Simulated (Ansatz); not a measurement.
# C2H7BFGaS: up Jacob's ladder to CCSD(T)

The task here is to estimate one member of a computed series from the others.

Method: functionals in def2-TZVPP, the program's frozen cores in correlated methods; program: Ansatz 0.2.0, Gaussian basis.

Plan: LDA (SPW92), PBE-D4, revPBE-D4, BLYP-D4, r2SCAN-D4, B97M-V, PBE0-D4, B3LYP-D4, r2SCANh-D4, r2SCAN0-D4, HSE06-D4, BHLYP-D4, CAM-B3LYP-D4, LC-ωPBE, ωB97X-V, ωB97M-V, B2PLYP, PBE-QIDH; CCSD(T)/def2-SVP; CCSD(T)/def2-TZVPP; MP2/def2-QZVPP; extrapolation to the limit; RPA on PBE.

## The relaxed structure

An earlier PBE0-D4 in a triple-zeta def2 set relaxation fixed the geometry.

SMILES `BS[C](C)(F)[GaH2]`, 13 atoms, charge 0, spin multiplicity 1.

Atoms are counted from 1 here; the program's logs count them from 0.

Bond lengths: B1–S2 1.765 Å, B1–H7 1.190 Å, B1–H8 1.191 Å, S2–C3 1.860 Å, C3–C4 1.499 Å, C3–F5 1.386 Å, C3–Ga6 2.003 Å, C4–H9 1.089 Å, C4–H10 1.093 Å, C4–H11 1.094 Å, Ga6–H12 1.565 Å, Ga6–H13 1.560 Å. Angles: S2–B1–H7 122.7°, S2–B1–H8 114.6°, H7–B1–H8 122.7°, B1–S2–C3 106.6°, S2–C3–C4 113.8°, S2–C3–F5 104.1°, S2–C3–Ga6 90.7°, C4–C3–F5 108.9°, C4–C3–Ga6 123.4°, F5–C3–Ga6 113.3°, C3–C4–H9 110.9°, C3–C4–H10 109.2°, C3–C4–H11 110.9°, H9–C4–H10 108.2°, H9–C4–H11 109.1°, H10–C4–H11 108.6°, C3–Ga6–H12 116.5°, C3–Ga6–H13 117.7° and more.

Set-up of the first run:

Contents of in.yaml:

```yaml
crystal:
  periodic: [false, false, false]
  atoms:
    - {symbol: B, position_ang: [0.355184, -1.904360, 0.762343]}
    - {symbol: S, position_ang: [1.461392, -0.576804, 0.401329]}
    - {symbol: C, position_ang: [0.442119, 0.764298, -0.387410]}
    - {symbol: C, position_ang: [-0.346581, 0.304083, -1.576404]}
    - {symbol: F, position_ang: [1.377339, 1.697857, -0.804204]}
    - {symbol: Ga, position_ang: [-0.387961, 1.209096, 1.380291]}
    - {symbol: H, position_ang: [-0.786371, -1.898263, 0.427180]}
    - {symbol: H, position_ang: [0.845568, -2.811345, 1.358987]}
    - {symbol: H, position_ang: [-1.070027, -0.458791, -1.290665]}
    - {symbol: H, position_ang: [-0.893788, 1.152679, -1.994430]}
    - {symbol: H, position_ang: [0.312665, -0.100726, -2.350297]}
    - {symbol: H, position_ang: [-1.680331, 0.415246, 1.765183]}
    - {symbol: H, position_ang: [0.370772, 2.207020, 2.308085]}
basis:
  gaussian: {orbitals: def2-TZVPP}
hamiltonian: {xc: lda}
output: {orbitals: {seedname: orbitals}}
```

The run is started by

```sh
> ansatz run in.yaml --threads 2 --pin off --events-out ev --progress --plain --max-ram 22528MiB --backend cuda --devices 0, --max-vram 18GiB
```

Steps of the session up to this table: LDA; PBE-D4 (GGA); revPBE-D4 (GGA); BLYP-D4 (GGA); r2SCAN-D4 (meta-GGA); B97M-V (meta-GGA); PBE0-D4 (hybrid); B3LYP-D4 (hybrid); r2SCANh-D4 (hybrid); r2SCAN0-D4 (hybrid); HSE06-D4 (hybrid); BHLYP-D4 (hybrid); CAM-B3LYP-D4 (range-separated); LC-ωPBE (range-separated); ωB97X-V (range-separated); ωB97M-V (range-separated); B2PLYP (double hybrid); PBE-QIDH (double hybrid).

One table of the session follows, with a row left open; its other results are not shown here.

It belongs to the step «Frontier levels by functional». 

| functional | HOMO (eV) | LUMO (eV) | gap (eV) |
| --- | --- | --- | --- |
| LDA (SPW92) | -6.34 | -2.81 | 3.52 |
| PBE-D4 | -6.17 | -2.55 | 3.63 |
| revPBE-D4 | -6.10 | -2.43 | 3.67 |
| BLYP-D4 | -6.06 | -2.37 | 3.68 |
| r2SCAN-D4 | -6.38 | -2.27 | 4.11 |
| B97M-V | -6.48 | -2.32 | 4.16 |
| PBE0-D4 | -7.31 | -1.62 | 5.69 |
| B3LYP-D4 | -7.13 | -1.81 | 5.32 |
| r2SCANh-D4 | -6.81 | -1.95 | 4.87 |
| r2SCAN0-D4 | ? | ? | ? |
| HSE06-D4 | -6.92 | -2.00 | 4.92 |
| BHLYP-D4 | -8.37 | -0.62 | 7.74 |
| CAM-B3LYP-D4 | -8.60 | -0.55 | 8.06 |
| LC-ωPBE | -9.85 | 0.59 | 10.44 |
| ωB97X-V | -9.54 | 0.49 | 10.03 |
| ωB97M-V | -9.43 | 0.25 | 9.68 |

Estimate the missing values for r2SCAN0-D4.

Worked estimate for «HOMO (eV)». Against the share of exact exchange, r2SCAN-D4 (0, -6.38), r2SCANh-D4 (0.1, -6.81) give a slope of -4.30 per unit share; at 0.25 the line stands at -7.45.

**Answer.** HOMO (eV): -7.46; LUMO (eV): -1.46; gap (eV): 6.00. In «HOMO (eV)» the line misses by +0.01.
